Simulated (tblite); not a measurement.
# Cl2N2Si: the cost of one run

Programs: tblite 0.8.0 and PySCF 2.14.0. All values are calculated, for the isolated system unless a continuum is named. Atoms count from 0, parts from 1.

## (1) Starting point

5 atoms, charge 0, multiplicity 1; geometry: rigid parts in contact. Parts: 1 = atoms 0–2, `Cl[Si]Cl`, charge 0; 2 = atoms 3–4, `N#N`, charge 0.

## (2) Docking the parts with GFN2-xTB

The job: settings as JSON, then the geometry in Å.

```
{"job": {"kind": "dock", "xc": "GFN2-xTB", "basis": "xTB"}, "charge": 0, "multiplicity": 1, "parts": [{"atoms": "0-2", "charge": 0, "multiplicity": 1}, {"atoms": "3-4", "charge": 0, "multiplicity": 1}]}
Cl    -0.391158    -1.536391     0.430714
Si    -0.584115     0.225653    -0.603239
Cl     0.975273     1.310738     0.172525
N     -2.418435     2.713624    -2.749129
N     -1.366638     2.442764    -2.586514
```

Method: GFN2-xTB search for minima from random contacts, gas phase.

Command:

```bash
$ OMP_NUM_THREADS=1 python cluster_run.py task.json out
```

This one command runs all jobs of the session in turn.

**Question.** How long does this first job take on 1 thread of Arm Neoverse V2, shared host?

About 7.1 s.
